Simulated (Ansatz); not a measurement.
# Cu5W (element-swapped structure): how the settings move a single-point run

How sensitive is a single-point run of Cu5W (element-swapped structure) to its settings? A reference run comes first, then three runs with altered input.

Computed with Ansatz 0.2.0 (reference: DFT PBEsol, plane waves, PAW, scalar-relativistic, no spin polarisation, unless a step's input says otherwise).

1 further run of the same task is left out (set aside as unsound or not needed).

### 1 The starting structure

Symmetry: F-43m, No. 216, cubic system. Conventional cell: a = 6.738 Å, b = 6.738 Å, c = 6.738 Å, α = 90.00°, β = 90.00°, γ = 90.00°. W (site symmetry -43m) has 16 Cu at 2.79 to 2.92 Å as nearest neighbours. Cu (site symmetry -43m) has 12 Cu at 2.79 Å and 4 W at 2.92 Å as nearest neighbours. Around Cu (site symmetry 3m) lie 6 Cu at 2.38 Å.

As a file:

```xyz
6
Lattice="0.0000 3.3691 3.3691 3.3691 0.0000 3.3691 3.3691 3.3691 0.0000" Properties=species:S:1:pos:R:3 pbc="T T T"
W     0.0000    0.0000    0.0000
Cu    1.6846    1.6846    1.6846
Cu    4.2114    4.2114    4.2114
Cu    4.2114    2.5268    2.5268
Cu    2.5268    2.5268    4.2114
Cu    2.5268    4.2114    2.5268
```

### 2 The reference run

The input, input.yaml:

```yaml
crystal:
  lattice:
    - [0.0, 3.369114, 3.369114]
    - [3.369114, 0.0, 3.369114]
    - [3.369114, 3.369114, 0.0]
  atoms:
    - { symbol: W, position: [0.0, 0.0, 0.0] }
    - { symbol: Cu, position: [0.25, 0.25, 0.25] }
    - { symbol: Cu, position: [0.625, 0.625, 0.625] }
    - { symbol: Cu, position: [0.125, 0.625, 0.625] }
    - { symbol: Cu, position: [0.625, 0.625, 0.125] }
    - { symbol: Cu, position: [0.625, 0.125, 0.625] }
  symmetry: { tolerance: 0.0003 }
kpoints:
  mp_grid: { grid: [5, 5, 5], shift: [0, 0, 0] }
magnetization:
  spin_polarized: false
scf:
  occupations: { method: fermi_dirac, width: 0.0202 }
hamiltonian:
  pseudopotentials: { kind: paw }
  xc: pbesol
basis:
  ecutwfc: 420
output:
  forces: true
  stress: true
  eigenvalues: true
  write_density: true
  write_potential: true
  elf: true
  volumetric_format: npy
```

The run is started by

```sh
$ ansatz run input.yaml --threads 1 --pin off --max-ram 2560MiB --backend cpu --events-out ev --progress --plain --runs-dir out
```

What it wrote, shortened:

```text
Warning: RAYON_NUM_THREADS=1 ignored (pool sized by the plan → 1); use --threads N
[...]
Pseudopotentials: kind: paw
Pseudopotential: W, paw, valence charge 14, recommended cutoff 420 eV (normal), W.paw.azcp
Pseudopotential: Cu, paw, valence charge 19, recommended cutoff 420 eV (normal), Cu.paw.azcp
Functional definition: PBEsol
[...]
Crystal: 6 atoms, lattice volume = 76.485 Å³
Basis set: ecut = 420 eV, 1459 PW (Γ), exchange–correlation on 64×64×64 points (8 copies of the dense FFT grid, shifted against one another)
Bands: 66, of which v1, the nominal top of the filled ones, is band 55 counted from 1 (54 counted from 0)
Symmetry: 24 space group operations
Space group: F-43m (ITA 216), of the structure as read, at distance tolerance 1.3e-3 Å
k-points: 10 of 125 (time reversal used)
[...]
SCF iter   1: F=—  HF=-43198.117376 eV  |F-HF|=—  |Δ(HF+E_count)|=         —  Δρ=2.25e-2  dr2=2.30e-1  ethr=1.77e-3  ⟨swp⟩=5.2  Hψ=2082  notcnv=0  defer=1
[...]
SCF iter   8: F=-43198.079370 eV  HF=-43198.079370 eV  |F-HF|=2.75e-8  |Δ(HF+E_count)|=   6.72e-8  Δρ=4.41e-6  dr2=2.88e-8  ethr=9.17e-11  ⟨swp⟩=12.1  Hψ=4649  notcnv=0
[...]
SCF converged after 8 iterations
Free energy (F): -43198.079370 eV
[...]
E sigma→0 (E₀):  -43198.073068 eV
Entropy (-TS):   -0.012603 eV (-2.101 meV/atom)
Fermi energy:    17.644578 eV
[...]
--- Forces (eV/Å), atoms counted from 1 ---
  atom   1  W      0.00000000    -0.00000000     0.00000000
  atom   2  Cu    -0.00000000     0.00000000     0.00000000
  atom   3  Cu     0.00227989     0.00227989     0.00227989
  atom   4  Cu     0.00227989    -0.00227989    -0.00227989
  atom   5  Cu    -0.00227989    -0.00227989     0.00227989
  atom   6  Cu    -0.00227989     0.00227989    -0.00227989
[...]
--- Stress (GPa, compression-positive) ---
       -8.772883       0.000000      -0.000000
        0.000000      -8.772883       0.000000
       -0.000000       0.000000      -8.772883
  P = ⅓ Tr σ = -8.7729 GPa (-87.729 kbar)
--- Band table (eV; the first three rows and the last of 10) ---
[...]
```

It took 5.2 s on 1 thread of an x86-64 CPU, shared host; peak memory 0.37 GiB.

### 3 Variant: eigensolver.kind davidson, basis.precision f64

Changes to input.yaml since step 2:

```diff
@@ -19,2 +19,3 @@
   occupations: { method: fermi_dirac, width: 0.0202 }
+  eigensolver: { kind: davidson }
 hamiltonian:
@@ -24,2 +25,3 @@
   ecutwfc: 420
+  precision: f64
 output:
@@ -28,5 +30 @@
   eigenvalues: true
-  write_density: true
-  write_potential: true
-  elf: true
-  volumetric_format: npy
```

The run is started by

```sh
$ ansatz run input.yaml --threads 1 --pin off --max-ram 2560MiB --backend cpu --events-out ev --progress --plain --runs-dir out
```

What it wrote, shortened:

```text
Warning: RAYON_NUM_THREADS=1 ignored (pool sized by the plan → 1); use --threads N
[...]
Pseudopotentials: kind: paw
Pseudopotential: W, paw, valence charge 14, recommended cutoff 420 eV (normal), W.paw.azcp
Pseudopotential: Cu, paw, valence charge 19, recommended cutoff 420 eV (normal), Cu.paw.azcp
Functional definition: PBEsol
[...]
Crystal: 6 atoms, lattice volume = 76.485 Å³
Basis set: ecut = 420 eV, 1459 PW (Γ), exchange–correlation on 64×64×64 points (8 copies of the dense FFT grid, shifted against one another)
Bands: 66, of which v1, the nominal top of the filled ones, is band 55 counted from 1 (54 counted from 0)
Symmetry: 24 space group operations
Space group: F-43m (ITA 216), of the structure as read, at distance tolerance 1.3e-3 Å
k-points: 10 of 125 (time reversal used)
[...]
SCF iter   1: F=—  HF=-43198.118851 eV  |F-HF|=—  |Δ(HF+E_count)|=         —  Δρ=2.26e-2  dr2=2.32e-1  ethr=1.77e-3  ⟨swp⟩=7.7  Hψ=2801  notcnv=1
[...]
SCF iter   9: F=-43198.079370 eV  HF=-43198.079370 eV  |F-HF|=2.33e-8  |Δ(HF+E_count)|=   8.50e-8  Δρ=5.42e-6  dr2=2.08e-8  ethr=7.80e-10  ⟨swp⟩=3.0  Hψ=1277  notcnv=0
[...]
SCF converged after 9 iterations
Free energy (F): -43198.079370 eV
[...]
E sigma→0 (E₀):  -43198.073068 eV
Entropy (-TS):   -0.012603 eV (-2.101 meV/atom)
Fermi energy:    17.644582 eV
[...]
--- Forces (eV/Å), atoms counted from 1 ---
  atom   1  W      0.00000000    -0.00000000    -0.00000000
  atom   2  Cu     0.00000000     0.00000000     0.00000000
  atom   3  Cu     0.00228514     0.00228514     0.00228514
  atom   4  Cu     0.00228514    -0.00228514    -0.00228514
  atom   5  Cu    -0.00228514    -0.00228514     0.00228514
  atom   6  Cu    -0.00228514     0.00228514    -0.00228514
[...]
--- Stress (GPa, compression-positive) ---
       -8.773025       0.000000      -0.000000
       -0.000000      -8.773025       0.000000
        0.000000       0.000000      -8.773025
  P = ⅓ Tr σ = -8.7730 GPa (-87.730 kbar)
--- Band table (eV; the first three rows and the last of 10) ---
[...]
```

Run time: 7.3 s. Hardware: 1 thread of an x86-64 CPU, shared host; peak memory 0.37 GiB.

With the changed solver and arithmetic precision the energy agrees within 0.5 meV/atom.

### 4 Changing settings: occupations.method methfessel_paxton, occupations.width 0.025, lower_state_search off

Changes to input.yaml since step 2:

```diff
@@ -18,3 +18,4 @@
 scf:
-  occupations: { method: fermi_dirac, width: 0.0202 }
+  occupations: { method: methfessel_paxton, width: 0.025 }
+  lower_state_search: "off"
 hamiltonian:
@@ -28,5 +29 @@
   eigenvalues: true
-  write_density: true
-  write_potential: true
-  elf: true
-  volumetric_format: npy
```

The run is started by

```sh
$ ansatz run input.yaml --threads 1 --pin off --max-ram 2560MiB --backend cpu --events-out ev --progress --plain --runs-dir out
```

What it wrote, shortened:

```text
Warning: RAYON_NUM_THREADS=1 ignored (pool sized by the plan → 1); use --threads N
[...]
Pseudopotentials: kind: paw
Pseudopotential: W, paw, valence charge 14, recommended cutoff 420 eV (normal), W.paw.azcp
Pseudopotential: Cu, paw, valence charge 19, recommended cutoff 420 eV (normal), Cu.paw.azcp
Functional definition: PBEsol
[...]
Crystal: 6 atoms, lattice volume = 76.485 Å³
Basis set: ecut = 420 eV, 1459 PW (Γ), exchange–correlation on 64×64×64 points (8 copies of the dense FFT grid, shifted against one another)
Bands: 66, of which v1, the nominal top of the filled ones, is band 55 counted from 1 (54 counted from 0)
Symmetry: 24 space group operations
Space group: F-43m (ITA 216), of the structure as read, at distance tolerance 1.3e-3 Å
k-points: 10 of 125 (time reversal used)
[...]
SCF converged after 8 iterations
Stability not checked: this state was not tested for a lower state beside it, because cold or Methfessel-Paxton smearing, or corrected tetrahedra, fill the levels in a way that the test cannot read (fill_not_monotonic; see scf.lower_state_search)
Free energy (F): -43198.071476 eV
[...]
E sigma→0 (E₀):  -43198.071057 eV
Entropy (-TS):   -0.001678 eV (-0.280 meV/atom)
Fermi energy:    17.648790 eV
[...]
--- Forces (eV/Å), atoms counted from 1 ---
  atom   1  W      0.00000000    -0.00000000     0.00000000
  atom   2  Cu     0.00000000     0.00000000     0.00000000
  atom   3  Cu     0.00160695     0.00160695     0.00160695
  atom   4  Cu     0.00160695    -0.00160695    -0.00160695
  atom   5  Cu    -0.00160695    -0.00160695     0.00160695
  atom   6  Cu    -0.00160695     0.00160695    -0.00160695
[...]
--- Stress (GPa, compression-positive) ---
       -8.775857       0.000000       0.000000
       -0.000000      -8.775857       0.000000
        0.000000       0.000000      -8.775857
  P = ⅓ Tr σ = -8.7759 GPa (-87.759 kbar)
--- Band table (eV; the first three rows and the last of 10) ---
[...]
```

Wall time 4 s (1 thread of an x86-64 CPU, shared host); peak memory 0.39 GiB.

Changing the smearing and search for lower states hardly moves the energy: +0.3 meV/atom.

### 5 Variant: mp_grid.grid [8, 8, 8]

Changes to input.yaml since step 2:

```diff
@@ -14,3 +14,3 @@
 kpoints:
-  mp_grid: { grid: [5, 5, 5], shift: [0, 0, 0] }
+  mp_grid: { grid: [8, 8, 8], shift: [0, 0, 0] }
 magnetization:
@@ -28,5 +28 @@
   eigenvalues: true
-  write_density: true
-  write_potential: true
-  elf: true
-  volumetric_format: npy
```

The run is started by

```sh
$ ansatz run input.yaml --threads 1 --pin off --max-ram 2560MiB --backend cpu --events-out ev --progress --plain --runs-dir out
```

What it wrote, shortened:

```text
Warning: RAYON_NUM_THREADS=1 ignored (pool sized by the plan → 1); use --threads N
[...]
Pseudopotentials: kind: paw
Pseudopotential: W, paw, valence charge 14, recommended cutoff 420 eV (normal), W.paw.azcp
Pseudopotential: Cu, paw, valence charge 19, recommended cutoff 420 eV (normal), Cu.paw.azcp
Functional definition: PBEsol
[...]
Crystal: 6 atoms, lattice volume = 76.485 Å³
Basis set: ecut = 420 eV, 1459 PW (Γ), exchange–correlation on 64×64×64 points (8 copies of the dense FFT grid, shifted against one another)
Bands: 66, of which v1, the nominal top of the filled ones, is band 55 counted from 1 (54 counted from 0)
Symmetry: 24 space group operations
Space group: F-43m (ITA 216), of the structure as read, at distance tolerance 1.3e-3 Å
k-points: 29 of 512 (time reversal used)
[...]
SCF iter   1: F=—  HF=-43198.119061 eV  |F-HF|=—  |Δ(HF+E_count)|=         —  Δρ=2.23e-2  dr2=2.41e-1  ethr=1.77e-3  ⟨swp⟩=5.1  Hψ=6032  notcnv=0  defer=5
[...]
SCF iter   8: F=-43198.081781 eV  HF=-43198.081781 eV  |F-HF|=3.82e-8  |Δ(HF+E_count)|=   8.48e-8  Δρ=4.98e-6  dr2=4.08e-8  ethr=9.17e-11  ⟨swp⟩=8.2  Hψ=7883  notcnv=0
[...]
SCF converged after 8 iterations
Free energy (F): -43198.081781 eV
[...]
E sigma→0 (E₀):  -43198.077766 eV
Entropy (-TS):   -0.008031 eV (-1.339 meV/atom)
Fermi energy:    17.684339 eV
[...]
--- Forces (eV/Å), atoms counted from 1 ---
  atom   1  W      0.00000000    -0.00000000    -0.00000000
  atom   2  Cu    -0.00000000     0.00000000     0.00000000
  atom   3  Cu     0.01218087     0.01218087     0.01218087
  atom   4  Cu     0.01218087    -0.01218087    -0.01218087
  atom   5  Cu    -0.01218087    -0.01218087     0.01218087
  atom   6  Cu    -0.01218087     0.01218087    -0.01218087
[...]
--- Stress (GPa, compression-positive) ---
       -8.736596      -0.000000       0.000000
        0.000000      -8.736596       0.000000
       -0.000000       0.000000      -8.736596
  P = ⅓ Tr σ = -8.7366 GPa (-87.366 kbar)
--- Band table (eV; the first three rows and the last of 29) ---
[...]
```

It took 9.4 s on 1 thread of an x86-64 CPU, shared host; peak memory 0.44 GiB.

Changing the k-point mesh hardly moves the energy: -0.4 meV/atom.

### 6 All runs together

| run | ending | energy change | pressure (GPa) | gap (eV) | force (eV/Å) | cycles | time |
| --- | --- | --- | --- | --- | --- | --- | --- |
| reference | converged | 0 | -8.8 | 0.00 | 0.00 | 8 | 5.2 s |
| 1: eigensolver.kind davidson, basis.precision f64 | converged | 0.0 meV/atom | -8.8 | 0.00 | 0.00 | 9 | 7.3 s |
| 2: occupations.method methfessel_paxton, occupations.width 0.025, lower_state_search off | converged | +0.3 meV/atom (σ→0) | -8.8 | 0.00 | 0.00 | 8 | 4 s |
| 3: mp_grid.grid [8, 8, 8] | converged | -0.4 meV/atom | -8.7 | 0.00 | 0.02 | 8 | 9.4 s |

Times don't compare one to one where runs were asked for different outputs or read a saved state (see the inputs); cycles may leave out searches for a lower state.

Residual by cycle in the longest SCF loop of each run; runs are numbered as in the table. The quantity is the density residual dr2, in eV.

| cycle | reference | run 1 | run 2 | run 3 |
| --- | --- | --- | --- | --- |
| 1 | 0.23 | 0.232 | 0.225 | 0.241 |
| 2 | 0.0058 | 0.00612 | 0.00568 | 0.00972 |
| 3 | 0.00471 | 0.00411 | 0.00428 | 0.00629 |
| 4 | 5.2e-5 | 1.5e-4 | 3.3e-5 | 8.9e-5 |
| 5 | 2.1e-5 | 6.9e-5 | 2.7e-5 | 4.4e-5 |
| 6 | 2.8e-6 | 2.8e-6 | 1.8e-6 | 3.9e-6 |
| 7 | 2.7e-7 | 3.2e-6 | 1.1e-7 | 4.6e-7 |
| 8 | 2.9e-8 | 8.5e-7 | 7.2e-9 | 4.1e-8 |
| 9 | - | 2.1e-8 | - | - |

**Reading.** The pressure spans -8.8 to -8.7 GPa over the reference and the converged variants. Of the variants the dearest is «mp_grid.grid [8, 8, 8]» (9.4 s), the cheapest «occupations.method methfessel_paxton, occupations.width 0.025, lower_state_search off» (4 s), on a shared host.

Caveats on the reference run: it is run without spin, though an odd electron count or open d shells could carry moments; the structure is made up and not relaxed.
